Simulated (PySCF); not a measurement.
# C2H3Ga: the cost of one run

Programs: PySCF 2.14.0, with density-fitted response routines of our own. Each step states its level of theory. These are calculated values for one molecule in the gas phase, unless marked as measured. Atoms count from 0, in the outputs and in this text.

## (1) The molecule as given

6 atoms, charge 0, multiplicity 1; geometry from: GFN2-xTB. The atoms were then displaced at random by about 0.01 Å, so the start is not that level's minimum.

Bonds of the start (Å): C0–C1 1.19, C1–Ga2 1.94, C0–H3 1.04, Ga2–H4 1.57, Ga2–H5 1.57.

## (2) Relaxing the molecule at PBE0-D3(BJ)/def2-SVP

What the job is given:

```
{"job": {"xc": "PBE0", "basis": "def2-SVP", "d3": "d3bj", "grid": 1, "shake": 0.01, "kind": "geom"}, "charge": 0, "multiplicity": 1}
C     -1.689120     0.178110     0.849660
C     -0.606800     0.068760     0.376450
Ga     1.169420    -0.142690    -0.383350
H     -2.644080     0.319190     1.249010
H      1.771250     0.958580    -1.323210
H      2.023490    -1.411970    -0.040220
```

Command:

```sh
$ OMP_NUM_THREADS=1 python probes_run.py task.json out
```

One launch serves the whole session: the jobs run in the order shown.

**Question.** How long does this first job take on 1 thread of Arm Neoverse V2, shared host, and how much memory does it need?

About 11 s, with a peak of 0.31 GiB.
